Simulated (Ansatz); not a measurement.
Task: energies of removing a hydrogen of C₂H₆ClFSi, SMILES C[Si](C)(F)Cl, with Ansatz's Python interface. Give the script and its output. Use (for the species named): B3LYP, def2-SVP basis, multiplicity 1.

```xyz
11

C    -1.4852    0.2340    0.2907
Si    0.1092    0.3558   -0.5522
C     1.3338   -0.7422    0.2224
F     0.0064   -0.0789   -2.0845
Cl    0.7974    2.2850   -0.5227
H    -1.4670    0.6024    1.3258
H    -2.2327    0.9350   -0.2105
H    -1.8980   -0.7212    0.2505
H     1.5388   -0.4549    1.3251
H     2.3310   -0.6838   -0.2585
H     1.0316   -1.7882    0.2344
```

`bde.py`
```python
'''X-H bond energies of C2H6ClFSi without relaxation.'''

from dataclasses import dataclass

import ansatz as az


@dataclass
class Options:
    basis: str = 'def2-SVP'
    xc: str = 'b3lyp'


opts = Options()


def total_energy(molecule, charge=0, unpaired=0):
    calc = (
        molecule.calculation()
        .basis(gaussian=opts.basis)
        .functional(opts.xc)
    )
    if charge:
        calc = calc.charge(charge)
    if unpaired:
        calc = calc.spin('collinear', total=unpaired)
    return calc.run(threads=1, backend='cpu').report['free_energy_ev']

GEOMETRY = '''
C    -1.48520    0.23400    0.29070
Si    0.10920    0.35580   -0.55220
C     1.33380   -0.74220    0.22240
F     0.00640   -0.07890   -2.08450
Cl    0.79740    2.28500   -0.52270
H    -1.46700    0.60240    1.32580
H    -2.23270    0.93500   -0.21050
H    -1.89800   -0.72120    0.25050
H     1.53880   -0.45490    1.32510
H     2.33100   -0.68380   -0.25850
H     1.03160   -1.78820    0.23440
'''

def without(molecule, index):
    rest = az.Crystal.molecule()
    for i, site in enumerate(molecule.cartesian_sites):
        if i != index:
            rest = rest.atom(site.symbol, site.position_ang)
    return rest

system = az.Crystal.molecule()
for line in GEOMETRY.strip().splitlines():
    symbol, *xyz = line.split()
    system = system.atom(symbol, [float(v) for v in xyz])

whole = total_energy(system, 0)
hydrogen = total_energy(az.Crystal.molecule().atom('H', (0, 0, 0)), 0, 1)
print(f'E(molecule) = {whole:.5f} eV, E(H) = {hydrogen:.5f} eV')
for index in [10]:
    radical = total_energy(without(system, index), 0, 1)
    print(f'H{index}: homolysis {96.485332 * (radical + hydrogen - whole):.1f} kJ/mol')
```

```console
$ python bde.py
E(molecule) = -25283.56322 eV, E(H) = -13.63995 eV
H10: homolysis 476.8 kJ/mol
```

Total energies depend on the basis set; only differences at equal settings carry meaning. The geometry is a force-field or estimated start, not a minimum of this method, and the basis set is short of its limit. All parts are taken at fixed geometry, without zero-point energy. b3lyp holds the VWN-RPA fit, as in Gaussian; the form of ORCA and Turbomole is b3lyp5. The whole script took 11 s on 1 thread of Arm Neoverse V1, on a shared host, peak memory 0.35 GiB.
